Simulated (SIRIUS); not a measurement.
# Ga3Se (Pm-3m) in SIRIUS: reference runs

Reference runs on Ga3Se: the cell as given.

All numbers are computed with SIRIUS 7.12.0; they aren't measurements. Logs are shortened: lines on timing, memory, paths and dates and some standing lists are left out, and cuts for length are marked. The log counts tension as positive stress, the text compression.

### Step 1. The structure

Symmetry: Pm-3m, No. 221, cubic system. The conventional cell has a = 4.432 Å, b = 4.432 Å, c = 4.432 Å, α = 90.00°, β = 90.00°, γ = 90.00°. Se (site symmetry m-3m) is surrounded by 12 Ga at 3.13 Å. Ga (site symmetry 4/mmm) has 4 Se at 3.13 Å and 8 Ga at 3.13 Å as nearest neighbours.

The cell comes from a database or a generator and needn't be the stable form of this composition.

### Step 2. Single point, PBEsol

Input file sirius.json:

```json
{
  "control": {
    "processing_unit": "cpu",
    "verbosity": 2,
    "num_bands_to_print": 38,
    "print_forces": true,
    "print_stress": true
  },
  "parameters": {
    "electronic_structure_method": "pseudopotential",
    "xc_functionals": ["XC_GGA_X_PBE_SOL", "XC_GGA_C_PBE_SOL"],
    "gk_cutoff": 9.3,
    "pw_cutoff": 18.6,
    "ngridk": [6, 6, 6],
    "shiftk": [0, 0, 0],
    "smearing": "fermi_dirac",
    "smearing_width": 0.0018374661,
    "num_bands": 38,
    "num_mag_dims": 0,
    "num_dft_iter": 100,
    "energy_tol": 1e-08,
    "density_tol": 1e-06
  },
  "iterative_solver": {
    "type": "davidson",
    "min_tolerance": 1e-10
  },
  "mixer": {
    "type": "anderson",
    "beta": 0.7,
    "max_history": 8
  },
  "settings": {
    "tol_ne": 1e-10,
    "pseudo_grid_cutoff": 6.5
  },
  "unit_cell": {
    "lattice_vectors": [
      [1.0, 0.0, 0.0],
      [0.0, 1.0, 0.0],
      [0.0, 0.0, 1.0]
    ],
    "lattice_vectors_scale": 8.376144907,
    "atom_coordinate_units": "lattice",
    "atom_types": ["Se", "Ga"],
    "atom_files": {
      "Ga": "Ga.json",
      "Se": "Se.json"
    },
    "atoms": {
      "Se": [
        [0.0, 0.0, 0.0]
      ],
      "Ga": [
        [0.5, 0.5, 0.0],
        [0.5, 0.0, 0.5],
        [0.0, 0.5, 0.5]
      ]
    }
  }
}
```

Potentials or basis: PseudoDojo 0.4.1 PBEsol standard (scalar relativistic).

Launch:

```console
$ upf_to_json Ga.upf
$ upf_to_json Se.upf
$ OMP_NUM_THREADS=1 sirius.scf --input=sirius.json --output=out.json --task=0
```

What it wrote:

```text
[info] SIRIUS version : 7.12.0
[info] number of MPI ranks           : 1
[info] MPI grid                      : 1 1
[info] maximum number of OMP threads : 1
[fft] FFT context for density and potential
[fft] =====================================
[fft]   comm size                             : 1
[fft]   plane wave cutoff                     : 18.6
[fft]   grid size                             : 54 54 54   total : 157464
[fft]   grid limits                           : -26 27   -26 27   -26 27
[fft]   number of G-vectors within the cutoff : 31995
[fft]   local number of G-vectors             : 31995
[fft]   number of G-shells                    : 1644
[fft] FFT context for coarse grid
[fft] =====================================
[fft]   comm size                             : 1
[fft]   plane wave cutoff                     : 18.6
[fft]   grid size                             : 54 54 54   total : 157464
[fft]   grid limits                           : -26 27   -26 27   -26 27
[fft]   number of G-vectors within the cutoff : 31995
[fft]   local number of G-vectors             : 31995
[fft]   number of G-shells                    : 1644
[unit cell] lattice vectors
[unit cell]   a1 :       8.3761449070      0.0000000000      0.0000000000
[unit cell]   a2 :       0.0000000000      8.3761449070      0.0000000000
[unit cell]   a3 :       0.0000000000      0.0000000000      8.3761449070
[unit cell] reciprocal lattice vectors
[unit cell]   b1 :       0.7501285349      0.0000000000      0.0000000000
[unit cell]   b2 :       0.0000000000      0.7501285349      0.0000000000
[unit cell]   b3 :       0.0000000000      0.0000000000      0.7501285349
[unit cell] unit cell volume :       587.66868079 [a.u.^3]
[unit cell] 1/sqrt(omega)    :         0.04125093
[unit cell] MT volume        :         0.00000000 ( 0.00%)
[unit cell] IT volume        :       587.66868079 (100.00%)
[unit cell] number of atom types : 2
[unit cell] type id : 0 symbol : Se mt_radius :  11.970000 num_atoms : 1
[unit cell] type id : 1 symbol : Ga mt_radius :  19.010000 num_atoms : 3
[unit cell] total number of atoms : 4
[unit cell] number of symmetry classes : 2
[unit cell] number of PAW atoms : 0
[unit cell] atom id  type id  class id             position                      vector_field
[unit cell] ------------------------------------------------------------------------------------------
[unit cell]      0        0        0      0.00000   0.00000   0.00000      0.00000   0.00000   0.00000
[unit cell]      1        1        1      0.50000   0.50000   0.00000      0.00000   0.00000   0.00000
[unit cell]      2        1        1      0.50000   0.00000   0.50000      0.00000   0.00000   0.00000
[unit cell]      3        1        1      0.00000   0.50000   0.50000      0.00000   0.00000   0.00000
[unit cell] atom id         position (Cartesian, a.u.)
[unit cell] ---------------------------------------------
[unit cell]      0       0.000000    0.000000    0.000000
[unit cell]      1       4.188072    4.188072    0.000000
[unit cell]      2       4.188072    0.000000    4.188072
[unit cell]      3       0.000000    4.188072    4.188072
[unit cell] class id : 0 atom id : 0
[... 337 lines left out ...]
[diagonalize] ...
[diagonalize] ik:   15   -1.415853   -1.415851   -1.415837   -1.415837   -1.415837   -0.204292   -0.202837   -0.202837   -0.202369   -0.201553   -0.201553   -0.201167   -0.200257   -0.199849   -0.199414   -0.199414   -0.199001   -0.198225   -0.198061   -0.198061   -0.122517    0.102835    0.102835    0.118419    0.223253    0.275916    0.275916    0.320273    0.373281    0.447229    0.447229    0.501527    0.556125    0.556125    0.633570    0.644247    0.700583    0.732192
[diagonalize] ik:   16   -1.415852   -1.415852   -1.415837   -1.415837   -1.415837   -0.205083   -0.203366   -0.202867   -0.202867   -0.201730   -0.201730   -0.201096   -0.200588   -0.199425   -0.199425   -0.198884   -0.198884   -0.198160   -0.198160   -0.196814   -0.122993    0.081768    0.140077    0.140077    0.227235    0.227235    0.227277    0.319859    0.407209    0.463787    0.463787    0.541637    0.541637    0.599071    0.641149    0.641149    0.680898    0.695521
[diagonalize] ik:   17   -1.415852   -1.415851   -1.415837   -1.415837   -1.415837   -0.205613   -0.203273   -0.202637   -0.202541   -0.202440   -0.202351   -0.201390   -0.199908   -0.199430   -0.199265   -0.199154   -0.198804   -0.198048   -0.197525   -0.197020   -0.119998    0.094303    0.123062    0.173941    0.180475    0.203508    0.246346    0.289509    0.423482    0.472388    0.475666    0.550858    0.605736    0.608887    0.614095    0.627649    0.725477    0.735914
[diagonalize] ik:   18   -1.415852   -1.415851   -1.415837   -1.415837   -1.415837   -0.206303   -0.202970   -0.202970   -0.202953   -0.202368   -0.202368   -0.202137   -0.199325   -0.199298   -0.199157   -0.199157   -0.199030   -0.197257   -0.197236   -0.197236   -0.117131    0.125503    0.125503    0.139651    0.181945    0.214645    0.214645    0.252795    0.450065    0.482738    0.482738    0.600914    0.613025    0.613025    0.649314    0.653372    0.713816    0.753800
[diagonalize] ik:   19   -1.415851   -1.415851   -1.415837   -1.415837   -1.415837   -0.207096   -0.203191   -0.203191   -0.203191   -0.202498   -0.202498   -0.202498   -0.199076   -0.199076   -0.199076   -0.199045   -0.199045   -0.196897   -0.196897   -0.196897   -0.114331    0.159533    0.159533    0.159533    0.166854    0.166854    0.166854    0.217397    0.491531    0.491531    0.491531    0.658723    0.658723    0.660464    0.660464    0.660464    0.691415    0.766108
[find] Charges and magnetic moments
[find] --------------------------------------------------------------------------------
[find] total charge          : 55.000000
[find] Energy
[find] --------------------------------------------------------------------------------
[find] valence_eval_sum               :     -17.80138521
[find] <rho|V^{XC}>                   :     -56.99386969
[find] <rho|E^{XC}>                   :     -85.94883576
[find] <mag|B^{XC}>                   :       0.00000000
[find] <rho|V^{H}>                    :     191.04989914
[find] one-electron contribution      :    -151.85741467 (Ha),    -303.71482933 (Ry)
[find] hartree contribution           :      95.52494957
[find] xc contribution                :     -85.94883576
[find] ewald contribution             :    -207.88332341
[find] PAW contribution               :       0.00000000
[find] smearing (-TS)                 :      -0.00038833
[find] SCF correction                 :      -0.00000079
[find] Total energy                   :    -350.16462505 (Ha),    -700.32925009 (Ry)
[find] Free energy (E-TS)             :    -350.16501337 (Ha),    -700.33002675 (Ry)
[find] band gap (eV)                  :       0.00000000
[find] Efermi                         :       0.34570775
[find] iteration : 16, RMS (target) : 5.2869e-07 (1.0000e-06) , energy difference (target) : -1.0390e-09 (1.0000e-08)
[find] bands are converged : true
[find] iterative solver converged : false
[find] converged after 17 SCF iterations!
[find] Charges and magnetic moments
[find] --------------------------------------------------------------------------------
[find] total charge          : 55.000000
[find] Energy
[find] --------------------------------------------------------------------------------
[find] valence_eval_sum               :     -17.80138521
[find] <rho|V^{XC}>                   :     -56.99386969
[find] <rho|E^{XC}>                   :     -85.94883576
[find] <mag|B^{XC}>                   :       0.00000000
[find] <rho|V^{H}>                    :     191.04989914
[find] one-electron contribution      :    -151.85741467 (Ha),    -303.71482933 (Ry)
[find] hartree contribution           :      95.52494957
[find] xc contribution                :     -85.94883576
[find] ewald contribution             :    -207.88332341
[find] PAW contribution               :       0.00000000
[find] smearing (-TS)                 :      -0.00038833
[find] SCF correction                 :      -0.00000079
[find] Total energy                   :    -350.16462505 (Ha),    -700.32925009 (Ry)
[find] Free energy (E-TS)             :    -350.16501337 (Ha),    -700.33002675 (Ry)
[find] band gap (eV)                  :       0.00000000
[find] Efermi                         :       0.34570775
[ground_state] === stress tensor components [kbar] ===
[ground_state] === stress_kin ===
[ground_state] -88814.982776    0.000000   -0.000000
[ground_state]     0.000000-88814.982776    0.000000
[ground_state]    -0.000000    0.000000-88814.982776
[ground_state] === stress_har ===
[ground_state] -15941.185739    0.000000    0.000000
[ground_state]     0.000000-15941.185739   -0.000000
[ground_state]     0.000000   -0.000000-15941.185739
[ground_state] === stress_ewald ===
[ground_state] 34691.530175   -0.000000    0.000000
[ground_state]    -0.00000034691.530175    0.000000
[ground_state]     0.000000    0.00000034691.530175
[ground_state] === stress_vloc ===
[ground_state] -2719.901669    0.000000    0.000000
[ground_state]     0.000000-2719.901669   -0.000000
[ground_state]     0.000000   -0.000000-2719.901669
[ground_state] === stress_xc ===
[ground_state] -14228.218739    0.000000   -0.000000
[ground_state]     0.000000-14228.218739    0.000000
[ground_state]    -0.000000    0.000000-14228.218739
[ground_state] === stress_core ===
[ground_state] 24197.961822   -0.000000   -0.000000
[ground_state]    -0.00000024197.961822    0.000000
[ground_state]    -0.000000    0.00000024197.961822
[ground_state] === stress_nonloc ===
[ground_state] 62850.818794    0.000000    0.000000
[ground_state]     0.00000062850.818794   -0.000000
[ground_state]     0.000000   -0.00000062850.818794
[ground_state] === stress_us_nl ===
[ground_state] 62850.818794    0.000000    0.000000
[ground_state]     0.00000062850.818794   -0.000000
[ground_state]     0.000000   -0.00000062850.818794
[ground_state] === stress_total ===
[ground_state]    36.021867   -0.000000   -0.000000
[ground_state]    -0.000000   36.021867   -0.000000
[ground_state]    -0.000000   -0.000000   36.021867
[ground_state] ==== total Forces in Ha/bohr =====
[ground_state] atom:    0, force:       0.0000000      0.0000000      0.0000000
[ground_state] atom:    1, force:       0.0000000      0.0000000      0.0000000
[ground_state] atom:    2, force:       0.0000000      0.0000000      0.0000000
[ground_state] atom:    3, force:       0.0000000      0.0000000      0.0000000
[ground_state] ==== ultrasoft contribution from Qij =====
[ground_state] atom:    0, force:       0.0000000      0.0000000      0.0000000
[ground_state] atom:    1, force:       0.0000000      0.0000000      0.0000000
[ground_state] atom:    2, force:       0.0000000      0.0000000      0.0000000
[ground_state] atom:    3, force:       0.0000000      0.0000000      0.0000000
[ground_state] ==== non-local contribution from Beta-projector =====
[ground_state] atom:    0, force:       0.0000000      0.0000000      0.0000000
[ground_state] atom:    1, force:       0.0000000      0.0000000      0.0000000
[ground_state] atom:    2, force:       0.0000000      0.0000000      0.0000000
[ground_state] atom:    3, force:       0.0000000      0.0000000      0.0000000
[ground_state] ==== contribution from local potential =====
[ground_state] atom:    0, force:       0.0000000      0.0000000      0.0000000
[ground_state] atom:    1, force:       0.0000000      0.0000000      0.0000000
[ground_state] atom:    2, force:       0.0000000      0.0000000      0.0000000
[ground_state] atom:    3, force:       0.0000000      0.0000000      0.0000000
[ground_state] ==== contribution from core density =====
[ground_state] atom:    0, force:       0.0000000      0.0000000      0.0000000
[ground_state] atom:    1, force:       0.0000000      0.0000000      0.0000000
[ground_state] atom:    2, force:       0.0000000      0.0000000      0.0000000
[ground_state] atom:    3, force:       0.0000000      0.0000000      0.0000000
[ground_state] ==== Ewald forces from ions =====
[ground_state] atom:    0, force:       0.0000000      0.0000000      0.0000000
[ground_state] atom:    1, force:       0.0000000      0.0000000      0.0000000
[ground_state] atom:    2, force:       0.0000000      0.0000000      0.0000000
[ground_state] atom:    3, force:       0.0000000      0.0000000      0.0000000
[~DFT_ground_state] local op. applied: 25124
[~DFT_ground_state] evp. work count: 2494.57
[~DFT_ground_state] number of iterative solver steps: 923
```

Wall time 3.6 min (1 thread of Intel Xeon Platinum 8375C at 2.90GHz (Ice Lake), shared host); peak memory 0.6 GiB.

Results:

| Property | Result |
| --- | --- |
| Free energy | -9528.4754 eV |
| Pressure | -3.6 GPa |
| Band gap on the k mesh | none (metal or under the smearing width) |
